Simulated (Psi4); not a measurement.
**GaClF (SMILES [F][Ga][Cl]), step by step**

Wanted: a geometry optimisation (UTPSSh-D3(BJ)/def2-SVP), then vibrational wavenumbers of GaClF. 

The results are computed with Psi4 1.11.

## Step 1: The structure to begin with

GaClF has 3 atoms, charge 0, and is taken as a doublet. SMILES: `[F][Ga][Cl]`. Geometry: relaxed at PBE0-D4/def2-TZVP. The run starts from this shape.

Bond lengths: F1–Ga2 1.758 Å, Ga2–Cl3 2.157 Å. Angles: F1–Ga2–Cl3 117.7°.

## Step 2: A structure relaxation at UTPSSh-D3(BJ)/def2-SVP (density fitting) (run 1)

File job.py:

```python
import psi4

psi4.set_memory(1600000000)
psi4.set_num_threads(1)
psi4.set_output_file('clfga.out', False)

m = psi4.geometry("""
0 2
F     -1.421100     0.295900    -0.754800
Ga     0.066400     0.649600     0.112200
Cl     1.343900    -1.010300     0.629300
""")

options = {'basis': 'def2-SVP', 'reference': 'uks', 'geom_maxiter': 60}
psi4.set_options(options)

e_tot, wfn = psi4.optimize('tpssh-d3bj2b', molecule=m, return_wfn=True)
print('E =', round(e_tot, 9))
print(m.to_string(dtype='xyz', units='Angstrom'))
```

Launch:

```console
$ python job.py
```

clfga.out:

```text
[...]
  Running in cs symmetry.
[...]
  Nuclear repulsion =  237.378679053417585
[...]
  Multiplicity = 2
[...]
  Nalpha       = 29
  Nbeta        = 28
[...]
    Number of basis functions: 64
[...]
   @DF-UKS iter   1: -2482.46963337839588   -1.44982e+00   5.27517e-02 ADIIS/DIIS
[...]
   @DF-UKS iter   9: -2484.48406471617000   -1.81899e-12   3.01699e-09 DIIS
[...]
   @S^2 Observed:                7.527406070E-01
[...]
    Orbital Energies [Eh]
    ---------------------
    Alpha Occupied:
       1Ap  -372.306036     2Ap  -101.354564     3Ap   -45.763628
       1App  -40.500653     4Ap   -40.498791     5Ap   -40.497505
       6Ap   -24.578049     7Ap    -9.380369     8Ap    -7.134687
       2App   -7.127037     9Ap    -7.126508    10Ap    -5.486165
       3App   -3.770769    11Ap    -3.765614    12Ap    -3.762292
      13Ap    -1.095191    14Ap    -0.845111     4App   -0.833531
       5App   -0.831681    15Ap    -0.831378    16Ap    -0.824746
      17Ap    -0.780437    18Ap    -0.460374    19Ap    -0.391810
       6App   -0.370134    20Ap    -0.367501     7App   -0.319686
      21Ap    -0.316730    22Ap    -0.247438
    Alpha Virtual:
[...]
  @DF-UKS Final Energy: -2484.48406471617000
   => Energetics <=
    Nuclear Repulsion Energy =            235.5283043011585278
    One-Electron Energy =               -3927.5476648405897322
    Two-Electron Energy =                1310.2290285605381541
    DFT Exchange-Correlation Energy =    -102.6916656458586061
    Empirical Dispersion Energy =          -0.0020670914180516
    VV10 Nonlocal Energy =                  0.0000000000000000
    Total Energy =                      -2484.4840647161695415
[...]
 Multipole Moments:
 ------------------------------------------------------------------------------------
     Multipole            Electronic (a.u.)      Nuclear  (a.u.)        Total (a.u.)
 ------------------------------------------------------------------------------------
 L = 1.  Multiply by 2.5417464519 to convert [e a0] to [Debye]
 Dipole X            :         -1.0707776            1.4203438            0.3495662
 Dipole Y            :          3.3223807           -2.6193499            0.7030308
 Dipole Z            :          0.0000000            0.0000000            0.0000000
 Magnitude           :                                                    0.7851425
[...]
  -Total Gradient:
     Atom            X                  Y                   Z
    ------   -----------------  -----------------  -----------------
       1       -0.000205153366     0.000029228137     0.000000000000
       2        0.000276968371    -0.000288273717     0.000000000000
       3       -0.000182152526    -0.000052804236     0.000000000000
[...]
    Final optimized geometry and variables:
    Molecular point group: cs
    Full point group: Cs
    Geometry (in Angstrom), charge = 0, multiplicity = 2:
    F           -1.853505343995     0.171797891510     0.000000000000
    GA          -0.125264665363     0.536514102357     0.000000000000
    CL           1.253903898068    -1.150836379082     0.000000000000
[...]
```

Standard output:

```text
Optimizer: Optimization complete!
E = -2484.484064716
3
0 2 ClFGa
F                    -1.853505343995     0.171797891510     0.000000000000
Ga                   -0.125264665363     0.536514102357     0.000000000000
Cl                    1.253903898068    -1.150836379082     0.000000000000
```

Wall time 27 s (1 thread of Intel Xeon Platinum 8375C at 2.90GHz (Ice Lake), shared host); peak memory 0.49 GiB.

Step by step:

| step | energy from the first frame kept (eV) | largest force (eV/Å) |
| --- | --- | --- |
| 0 | 0.0000 | 0.3121 |
| 1 | -0.0042 | 0.1041 |
| 2 | -0.0046 | 0.0206 |

After the run. Bond lengths: F1–Ga2 1.766 Å, Ga2–Cl3 2.179 Å. Angles: F1–Ga2–Cl3 117.3°.

## Step 3: The harmonic vibrations at UTPSSh-D3(BJ)/def2-SVP (density fitting) (run 2)

File job.dat:

```
memory 1.6 GB

molecule m {
  0 2
  F     -1.428877     0.293523    -0.759394
  Ga     0.064192     0.656383     0.111760
  Cl     1.352477    -1.022378     0.632663
}

set {
  reference                  uks
  t                          298.15
  rotational_symmetry_number 1
}

result, w = frequency("tpssh-d3bj2b/def2-SVP", return_wfn=True)
print_variables()
```

Launch:

```console
$ psi4 job.dat job.out -n 1
```

job.out, cut to the lines that bear on the results:

```text
[...]
  Running in cs symmetry.
[...]
  Nuclear repulsion =  235.528349561975858
[...]
  Multiplicity = 2
[...]
  Nalpha       = 29
  Nbeta        = 28
[...]
    Number of basis functions: 64
[...]
   @DF-UKS iter   1: -2482.46733438605588   -1.47862e+00   5.26912e-02 DIIS/ADIIS
[...]
  Running in c1 symmetry.
[...]
   @DF-UKS iter  14: -2484.48406471614635   -1.81899e-12   8.29805e-09 DIIS
[...]
   @S^2 Observed:                7.527406012E-01
[...]
  @DF-UKS Final Energy: -2484.48406471614635
   => Energetics <=
    Nuclear Repulsion Energy =            235.5283448989062549
    One-Electron Energy =               -3927.5477454385390956
    Two-Electron Energy =                1310.2290687197860279
    DFT Exchange-Correlation Energy =    -102.6916658047146313
    Empirical Dispersion Energy =          -0.0020670915845193
    VV10 Nonlocal Energy =                  0.0000000000000000
    Total Energy =                      -2484.4840647161463494
[...]
 Multipole Moments:
[...]
  -Total Gradient:
     Atom            X                  Y                   Z
    ------   -----------------  -----------------  -----------------
       1       -0.000204845158     0.000029279364    -0.000000003626
       2        0.000276703420    -0.000288362998     0.000000092541
       3       -0.000182193045    -0.000052768637     0.000000024536
[...]
  ==> Harmonic Vibrational Analysis <==
[...]
  Freq [cm^-1]                 159.5555            391.9803            673.6130
[...]
  IR activ [km/mol]            11.2941             42.3609             65.3165
[...]
  Total E_0, Enthalpy at 0 [K]                                                        -2484.48127362 [Eh]
[...]
  Total H, Enthalpy at  298.15 [K]                                                    -2484.47642904 [Eh]
[...]
  Total G, Gibbs energy at  298.15 [K]                                                -2484.51003153 [Eh]
[...]
```

Standard output:

```text
Warning: used thermodynamics relations inappropriate for low-frequency modes: ['159.5555' '391.9803']
```

Wall time 1.8 min (1 thread of Intel Xeon Platinum 8375C at 2.90GHz (Ice Lake), shared host); peak memory 0.53 GiB.

## Step 4: Summary of results

```
                                                                                quantity             value
                                  run 1, UTPSSh-D3(BJ)/def2-SVP: total energy at the end    -2484.48406 Eh
                                            run 1, UTPSSh-D3(BJ)/def2-SVP: dipole moment            2.00 D
                       run 1, UTPSSh-D3(BJ)/def2-SVP: HOMO energy (highest over α and β)          -6.73 eV
                        run 1, UTPSSh-D3(BJ)/def2-SVP: LUMO energy (lowest over α and β)          -4.59 eV
                                        run 1, UTPSSh-D3(BJ)/def2-SVP: dispersion energy      -5.43 kJ/mol
                                                     run 1, UTPSSh-D3(BJ)/def2-SVP: ⟨S²⟩             0.753
                               run 2, UTPSSh-D3(BJ)/def2-SVP: lowest harmonic wavenumber          160 cm⁻¹
                              run 2, UTPSSh-D3(BJ)/def2-SVP: highest harmonic wavenumber          674 cm⁻¹
                                        run 2, UTPSSh-D3(BJ)/def2-SVP: zero-point energy        7.3 kJ/mol
run 2, UTPSSh-D3(BJ)/def2-SVP: ideal-gas entropy at 298.15 K (symmetry number 1 as used)  70.7 cal/(mol K)
```

In words: The optimisation (run 1, UTPSSh-D3(BJ)/def2-SVP) took 3 steps and changed the energy by -0.005 eV. All 3 modes (run 2, UTPSSh-D3(BJ)/def2-SVP) are real, so the shape is a minimum at this level.
